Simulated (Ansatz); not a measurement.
The system is VAu.

```
Au V
1.0
     1.41040    0.81430    4.61109
    -1.41040    0.81430    4.61109
     0.00000   -1.62859    4.61109
Au V
1 1
Cartesian
  0.0000 0.0000 0.0000
  0.0000 0.0000 6.9166
```

The cell comes from a database or a generator and needn't be the stable form of this composition.

Base run:

```yaml
Program: Ansatz 0.2.0
Functional: PBE
Potentials_or_basis: all-electron LAPW, scalar-relativistic
Cutoff: 261 eV
Density_cutoff: 1045 eV
Basis_error_allowed: 0.001 eV/atom
k_mesh: 11 × 11 × 11
Occupations: gaussian, width 0.05 eV
Spin: collinear spin, ferromagnetic start
Starting_moments: "[0.0, 2.0] μB"
```

Its results: band gap on the k mesh none (metal or under the smearing width); pressure -1.7 GPa; net moment 0.00 μB per cell.

Task: The run is repeated on the same cell with these changes: functional from PBE to RPBE. What comes out?

Result: Band gap on the k mesh none (metal or under the smearing width); pressure 2.1 GPa; net moment 0.00 μB per cell.

RPBE binds less tightly than PBE, so the same cell stands under more pressure.

Not every run made on this cell is shown here.
